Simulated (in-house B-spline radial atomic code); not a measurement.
**W⁴⁺: ionisation energy by several methods**

The task here is to estimate one member of a computed series from the others.

Program: in-house B-spline radial atomic code version 1. Level of theory: Dirac-Coulomb, several functionals; spherical all-electron atom at the radial basis limit. These are calculated values, not measurements, unless marked.

## The system

```
element       : tungsten (Z = 74)
charge        : +4
electrons     : 70
configuration : [Xe] 4f14 5d2
nucleus       : Fermi, rms radius 5.366 fm
```

Outer shells as boxes (Hund's rule):

[Xe] 4f14 5d2
```
[Xe] core
4f [↑↓][↑↓][↑↓][↑↓][↑↓][↑↓][↑↓]
5d [↑ ][↑ ][  ][  ][  ]
```

The boxes only draw the filling; these runs are spin-restricted and spherical.

The first run:

Settings of the run:

```ini
Z = 74
electrons = 70.0
configuration = [Xe] 4f14 5d2
hamiltonian = dirac
method = optx,lyp
spin_polarised = False
nucleus = fermi
rms_radius = 5.3658
mass_number = 184
atomic_mass = 183.95093318
speed_of_light = 137.035999084
```

Steps of the session up to this table: OLYP, a GGA; PBEsol, a GGA; LDA (VWN5); BP86, a GGA; LDA (PW92); PBE, a GGA.

One table of the session follows, with a row left open; its other results are not shown here.

```
    method  ΔSCF (eV)  with Breit, QED, recoil (eV)
LDA (VWN5)     50.406                        50.413
LDA (PW92)          ?                             ?
      OLYP     50.101                        50.110
    PBEsol     50.068                        50.076
      BP86     50.128                        50.135
       PBE     50.060                        50.067
```

**Question.** Estimate the row for LDA (PW92).

**Answer.** ΔSCF (eV): 50.400; with Breit, QED, recoil (eV): 50.407. In the column «ΔSCF (eV)» it lies between BP86 (50.128) and LDA (VWN5) (50.406).
